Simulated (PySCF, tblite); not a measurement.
**CH2AlF3O2, a small molecule taken as a stand-in for a surface group (aluminium hydroxide): NMR shifts, core binding energies and electronic excitations, part 1 of 2**

Wanted: the NMR shifts, core binding energies and electronic excitations for `[OH][Al]([OH])[C](F)(F)F`.

Programs: tblite 0.8.0 and PySCF 2.14.0. All values are calculated, for the isolated system unless a continuum is named. Atoms count from 0, parts from 1.

### 1 The system as given

9 atoms, charge 0, multiplicity 1; geometry: distance geometry start.

### 2 Geometry optimisation with GFN2-xTB

What the job is given:

```
{"job": {"kind": "relax", "xc": "GFN2-xTB", "basis": "xTB"}, "charge": 0, "multiplicity": 1}
O      0.272573    -2.638376    -0.942189
Al     0.840393    -1.563086     0.498217
O      1.627394    -2.485171     1.926627
C     -0.325597    -0.085294     0.947766
F     -0.098916     0.260804     2.175388
F     -1.569713    -0.468565     0.793626
F     -0.072773     0.899548     0.178574
H     -0.554656    -2.546966    -1.434845
H      1.252619    -3.282704     2.339880
```

With the program's defaults for keys left out, this is: GFN2-xTB geometry optimisation, gas phase.

On the command line:

```bash
OMP_NUM_THREADS=1 python cluster_run.py task.json out
```

The driver reads the jobs from task.json and runs them one after another.

Log:

```text
step      E/eV     max force
  0    -724.08365    6.303
  1    -725.02371    4.365
  2    -725.65041    1.084
  3    -725.71227    0.878
  4    -725.75107    0.791
  5    -725.78490    0.557
  6    -725.81253    0.695
  7    -725.84679    0.547
  8    -725.88265    0.716
  9    -725.91792    0.649
 10    -725.94251    0.494
 11    -725.96720    0.451
 12    -726.00278    0.723
 13    -726.03611    0.738
 14    -726.05088    0.572
 15    -726.02076    1.481
 16    -726.06173    0.237
 17    -726.06447    0.216
 18    -726.07475    0.252
 19    -726.07970    0.251
 20    -726.08516    0.199
 21    -726.08991    0.230
 22    -726.09795    0.392
 23    -726.10519    0.296
 24    -726.10869    0.226
 25    -726.10972    0.459
 26    -726.11315    0.232
 27    -726.11701    0.144
 28    -726.12396    0.150
 29    -726.12821    0.172
 30    -726.13252    0.172
 31    -726.13599    0.182
 32    -726.13820    0.124
 33    -726.13911    0.098
 34    -726.13976    0.115
 35    -726.14045    0.130
 36    -726.14178    0.187
 37    -726.14290    0.172
 38    -726.14445    0.091
 39    -726.14540    0.077
 40    -726.14602    0.053
 41    -726.14635    0.040
 42    -726.14646    0.026
 43    -726.14652    0.025
 44    -726.14662    0.023
 45    -726.14673    0.028
 46    -726.14686    0.036
 47    -726.14697    0.038
 48    -726.14709    0.039
 49    -726.14724    0.032
 50    -726.14737    0.028
 51    -726.14743    0.016
 52    -726.14746    0.012
 53    -726.14747    0.014
 54    -726.14751    0.016
 55    -726.14757    0.021
 56    -726.14764    0.020
 57    -726.14768    0.009
 58    -726.14769    0.007
```

Wall time 0.57 s (1 thread of Intel Xeon Platinum 8375C at 2.90GHz, shared host).

The steps of the relaxation:

```csv
step,energy from step 0 (eV),largest force (eV/Å)
0,0.0000,6.3028
2,-1.5668,1.0842
4,-1.6674,0.7910
6,-1.7289,0.6944
8,-1.7990,0.7161
10,-1.8589,0.4936
12,-1.9191,0.7236
14,-1.9672,0.5717
16,-1.9781,0.2364
18,-1.9911,0.2514
20,-2.0015,0.1995
22,-2.0143,0.3922
24,-2.0250,0.2261
26,-2.0295,0.2327
28,-2.0403,0.1503
30,-2.0489,0.1725
32,-2.0545,0.1241
34,-2.0561,0.1151
36,-2.0581,0.1870
38,-2.0608,0.0908
40,-2.0624,0.0527
42,-2.0628,0.0257
44,-2.0630,0.0230
46,-2.0632,0.0366
48,-2.0634,0.0394
50,-2.0637,0.0284
52,-2.0638,0.0115
54,-2.0639,0.0157
56,-2.0640,0.0197
58,-2.0640,0.0070
```

Distances of close pairs at the start and the end, largest changes first:

```csv
bond,before (Å),after (Å),change (Å)
O0–Al1,1.885,1.628,-0.257
Al1–O2,1.873,1.628,-0.246
Al1–C3,1.935,2.063,+0.127
C3–F6,1.275,1.351,+0.076
C3–F4,1.295,1.348,+0.053
C3–F5,1.311,1.351,+0.040
O2–H8,0.973,0.946,-0.027
O0–H7,0.967,0.946,-0.021
```

### 3 Geometry optimisation at PBE0-D3(BJ)/def2-SVP

What the job is given:

```
{"job": {"xc": "PBE0", "basis": "def2-SVP", "d3": "d3bj", "grid": 2, "kind": "geom", "shake": 0.01}, "charge": 0, "multiplicity": 1}
O     -0.077484    -1.135349    -1.692252
Al     0.286405    -0.685510    -0.176993
O      1.115074    -1.283090     1.073242
C     -0.477541     1.162909     0.288898
F     -0.172900     1.559373     1.521578
F     -1.864217     1.208526     0.253614
F     -0.098084     2.146813    -0.535685
H     -0.288682    -1.387423    -2.580695
H      1.621677    -1.609397     1.839742
```

Log:

```text
step   0  E = -730.76615413  max force = 0.040823
step   1  E = -730.77363165  max force = 0.008227
step   2  E = -730.77386139  max force = 0.002117
step   3  E = -730.77388577  max force = 0.000930
step   4  E = -730.77391480  max force = 0.001228
step   5  E = -730.77394822  max force = 0.001840
step   6  E = -730.77400524  max force = 0.002562
step   7  E = -730.77414968  max force = 0.004063
step   8  E = -730.77432365  max force = 0.011644
step   9  E = -730.77472866  max force = 0.005015
step  10  E = -730.77539884  max force = 0.006183
step  11  E = -730.77595322  max force = 0.004411
step  12  E = -730.77727943  max force = 0.004688
step  13  E = -730.77753907  max force = 0.003165
step  14  E = -730.77793178  max force = 0.003825
step  15  E = -730.77812524  max force = 0.004241
step  16  E = -730.77831189  max force = 0.001977
step  17  E = -730.77834463  max force = 0.001152
step  18  E = -730.77838224  max force = 0.001589
step  19  E = -730.77839941  max force = 0.001244
step  20  E = -730.77840807  max force = 0.000733
step  21  E = -730.77841129  max force = 0.000472
step  22  E = -730.77841391  max force = 0.000637
step  23  E = -730.77841936  max force = 0.001088
step  24  E = -730.77842456  max force = 0.000937
step  25  E = -730.77842724  max force = 0.000387
optimisation converged
```

Wall time 2.8 min (1 thread of Intel Xeon Platinum 8375C at 2.90GHz, shared host); peak memory 0.56 GiB.

The steps of the relaxation:

```
step  energy from step 0 (eV)  largest force component (eV/Å)
   0                   0.0000                          2.0992
   1                  -0.2035                          0.4230
   2                  -0.2097                          0.1089
   3                  -0.2104                          0.0478
   4                  -0.2112                          0.0631
   5                  -0.2121                          0.0946
   6                  -0.2136                          0.1317
   7                  -0.2176                          0.2089
   8                  -0.2223                          0.5988
   9                  -0.2333                          0.2579
  10                  -0.2516                          0.3179
  11                  -0.2666                          0.2268
  12                  -0.3027                          0.2411
  13                  -0.3098                          0.1628
  14                  -0.3205                          0.1967
  15                  -0.3258                          0.2181
  16                  -0.3308                          0.1017
  17                  -0.3317                          0.0592
  18                  -0.3327                          0.0817
  19                  -0.3332                          0.0640
  20                  -0.3334                          0.0377
  21                  -0.3335                          0.0243
  22                  -0.3336                          0.0328
  23                  -0.3338                          0.0559
  24                  -0.3339                          0.0482
  25                  -0.3340                          0.0199
```

Close pairs (by a distance rule), those that changed most:

```
  bond  before (Å)  after (Å)  change (Å)
Al1–O2       1.615      1.685      +0.071
O0–Al1       1.622      1.685      +0.063
Al1–C3       2.054      2.004      -0.050
 C3–F5       1.388      1.351      -0.037
 O2–H8       0.975      0.956      -0.019
 C3–F4       1.330      1.343      +0.013
 C3–F6       1.339      1.348      +0.009
 O0–H7       0.947      0.956      +0.009
```

The end geometry stands in the next job.

| at the end point | value |
| --- | --- |
| point group (found at 0.08 Å tolerance) | C1 |
| rotational constants (GHz, main isotopes) | 2.998, 1.560, 1.252 |
| dipole moment (D) | 4.76 |

### 4 Shielding tensors: PBE0/pcSseg-2

What the job is given:

```
{"job": {"kind": "nmr", "xc": "PBE0", "basis": "pcSseg-2"}, "charge": 0, "multiplicity": 1}
O      0.102236    -1.223984    -1.532257
Al     0.211752    -0.492090    -0.018218
O      0.853458    -1.125706     1.405436
C     -0.535169     1.364426     0.083734
F     -0.362757     1.946190     1.282235
F     -1.864051     1.371412    -0.157554
F      0.021238     2.189220    -0.825680
H      0.366833    -2.082359    -1.859658
H      1.250708    -1.970307     1.613376
```

Method: GIAO PBE0/pcSseg-2 NMR shielding, non-relativistic, gas phase.

Log:

```text
coarse grid: 9384 points
cycle   1  E = -731.1515895533  dE =  9.751e-01  |g| = 1.370e+00  |ddm| = 2.228e+00
cycle   2  E = -730.5778369091  dE =  5.738e-01  |g| = 2.251e+00  |ddm| = 1.566e+00
cycle   3  E = -731.4685624994  dE = -8.907e-01  |g| = 1.152e-01  |ddm| = 1.065e+00
cycle   4  E = -731.4700757516  dE = -1.513e-03  |g| = 8.355e-02  |ddm| = 8.411e-02
cycle   5  E = -731.4710814883  dE = -1.006e-03  |g| = 1.308e-02  |ddm| = 3.279e-02
cycle   6  E = -731.4711094437  dE = -2.796e-05  |g| = 2.292e-03  |ddm| = 8.349e-03
cycle   7  E = -731.4711103577  dE = -9.140e-07  |g| = 6.613e-04  |ddm| = 1.706e-03
final grid: 91072 points
cycle   8  E = -731.4667006874  dE = -1.036e-04  |g| = 7.661e-03  |ddm| = 2.448e-02
cycle   9  E = -731.4666885070  dE =  1.218e-05  |g| = 1.154e-02  |ddm| = 7.984e-03
cycle  10  E = -731.4667106904  dE = -2.218e-05  |g| = 5.360e-04  |ddm| = 4.615e-03
cycle  11  E = -731.4667107142  dE = -2.378e-08  |g| = 3.920e-04  |ddm| = 4.672e-04
cycle  12  E = -731.4667107415  dE = -2.731e-08  |g| = 8.503e-05  |ddm| = 2.053e-04
cycle  13  E = -731.4667107424  dE = -9.256e-10  |g| = 2.362e-05  |ddm| = 4.295e-05
converged SCF energy = -731.4667107424

GIAO shielding tensors (ppm)
atom      isotropic    diamagn.    paramagn.     s11        s22        s33       span
  0 O      301.915     387.776     -85.861    257.900    290.815    357.031     99.132
  1 Al     468.663     792.393    -323.730    404.992    481.631    519.365    114.373
  2 O      300.742     387.318     -86.576    252.698    293.373    356.155    103.458
  3 C       45.426     241.292    -195.866     42.559     44.507     49.213      6.654
  4 F      236.921     467.491    -230.570    128.309    253.007    329.446    201.137
  5 F      236.591     468.246    -231.655    127.811    247.027    334.934    207.123
  6 F      237.332     468.030    -230.698    129.588    248.708    333.699    204.110
  7 H       29.652      31.242      -1.590     21.778     22.493     44.684     22.906
  8 H       29.609      31.156      -1.547     21.759     22.464     44.604     22.845
```

It took 40 s on 1 thread of Intel Xeon Platinum 8375C at 2.90GHz, shared host; peak memory 1 GiB.

Shifts follow as δ = σ(reference) − σ, with reference shieldings (ppm) from runs at the same level and on the same kind of geometry: ¹H TMS 31.25, ¹³C TMS 184.1, ¹⁹F CFCl3 175.8, ¹⁷O H2O 328.2, ²⁷Al AlH4- 485.2. The references are single molecules in the gas phase, so shifts against H2O, NH3, PH3, H3PO4 or CFCl3 are not on the usual liquid scales and can be off by tens of ppm. Shifts against hydride references such as AlH4− lie on their own scale.

| atoms | environment | σ (ppm) | δ (ppm) |
| --- | --- | --- | --- |
| C3 | CF3 carbon | 45.4 | 138.7 |
| H8 | hydrogen on an oxygen bonded to Al | 29.61 | 1.64 |
| H7 | hydrogen on an oxygen bonded to Al | 29.65 | 1.59 |
| O2 | oxygen bonded to Al, H | 300.7 | 27.4 |
| O0 | oxygen bonded to Al, H | 301.9 | 26.2 |
| Al1 | aluminium bonded to C, 2 O | 468.7 | 16.6 |
| F5 | fluorine of a CF3 group | 236.6 | -60.8 |
| F4 | fluorine of a CF3 group | 236.9 | -61.1 |
| F6 | fluorine of a CF3 group | 237.3 | -61.5 |

Charges from the same density, by scheme (e):

```
atoms  Mulliken    IAO  Hirshfeld  ESP fit
   O0     -0.63  -0.83      -0.39    -0.89
  Al1      1.07   1.28       0.66     1.08
   O2     -0.62  -0.83      -0.39    -0.88
   C3      0.46   0.48       0.11     0.46
   F4     -0.24  -0.28      -0.11    -0.23
   F5     -0.25  -0.29      -0.11    -0.22
   F6     -0.25  -0.29      -0.11    -0.22
```

Mayer bond orders: O0–Al1 0.99, Al1–O2 0.99, Al1–C3 0.86, C3–F4 1.01, C3–F5 0.99, C3–F6 1.00.

(Continued in part 2 of 2.)
